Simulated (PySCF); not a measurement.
# CH5BF2SSi: the cost of one run

Computed with PySCF 2.14.0, with density-fitted response routines of our own, on a single molecule in the gas phase. Atoms count from 0, in the outputs and in this text.

## Step 1: Starting geometry

11 atoms, charge 0, multiplicity 1; geometry from: GFN2-xTB. The atoms were then displaced at random by about 0.01 Å, so the start is not that level's minimum.

Bonds of the start (Å): F0–B1 1.32, B1–F2 1.33, B1–C3 1.57, C3–S4 1.83, S4–Si5 2.16, C3–H6 1.09, C3–H7 1.10, Si5–H8 1.48, Si5–H9 1.44, Si5–H10 1.45.

## Step 2: Optimising the geometry at PBE0-D3(BJ)/def2-SVP

What the job is given:

```
{"job": {"xc": "PBE0", "basis": "def2-SVP", "d3": "d3bj", "grid": 1, "shake": 0.01, "kind": "geom"}, "charge": 0, "multiplicity": 1}
F     -0.955720     1.712250    -0.056860
B     -1.485000     0.562830    -0.417740
F     -2.221350     0.601840    -1.522000
C     -1.110250    -0.749770     0.355960
S      0.396220    -1.382280    -0.468470
Si     1.832670     0.157570     0.030200
H     -0.916380    -0.633160     1.418340
H     -1.852800    -1.545270     0.219880
H      1.600920     0.509960     1.447300
H      1.667970     1.290610    -0.847660
H      3.081830    -0.550400    -0.174610
```

Run with:

```console
$ OMP_NUM_THREADS=1 python probes_run.py task.json out
```

This one command runs all jobs of the session in turn.

Q: Estimate the wall time and peak memory of this first job on 1 thread of Arm Neoverse V1, shared host.

About 48 s, with a peak of 0.5 GiB.
